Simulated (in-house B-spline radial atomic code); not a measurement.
# Ga⁶⁺: ionisation energy by several methods

The task here is to estimate one member of a computed series from the others.

Method: non-relativistic, several functionals, spin-polarised; spherical all-electron atom at the radial basis limit. Code: in-house B-spline radial atomic code version 1.

**Starting point**

```
element       : gallium (Z = 31)
charge        : +6
electrons     : 25
configuration : [Ar] 3d7
nucleus       : point
```

Outer shells as boxes (Hund's rule):

[Ar] 3d7
```
[Ar] core
3d [↑↓][↑↓][↑ ][↑ ][↑ ]
```

Where spins are not typed, each open shell is filled with up spins first.

Set-up of the first run:

Settings, as recorded:

```ini
Z = 31
electrons = 25.0
configuration = [Ar] 3d7
hamiltonian = nr
method = am05
spin_polarised = True
```

Steps of the session up to this table: AM05; TPSS; M06-L; r2SCAN; RPBE; PBE; PBEsol; BLYP; PW91.

One table of the session follows, with a row left open; its other results are not shown here.

```
method  ΔSCF (eV)
  AM05     141.60
  RPBE     141.47
   PBE     141.59
PBEsol     141.55
  BLYP          ?
  PW91     141.79
  TPSS     141.34
 M06-L     140.79
r2SCAN     140.94
```

Q: Estimate the row for BLYP from the others.

**Answer.** ΔSCF (eV): 141.52. In the column «ΔSCF (eV)» it lies between RPBE (141.47) and PBEsol (141.55).

Members of this set that are not shown: 12 used exact exchange with fractional occupations of an open shell, which is unsound here.

Caveats from the session: Meta-GGA runs start from a PBE run whose iterations are not counted. These runs leave out relativity, which matters at this nuclear charge.
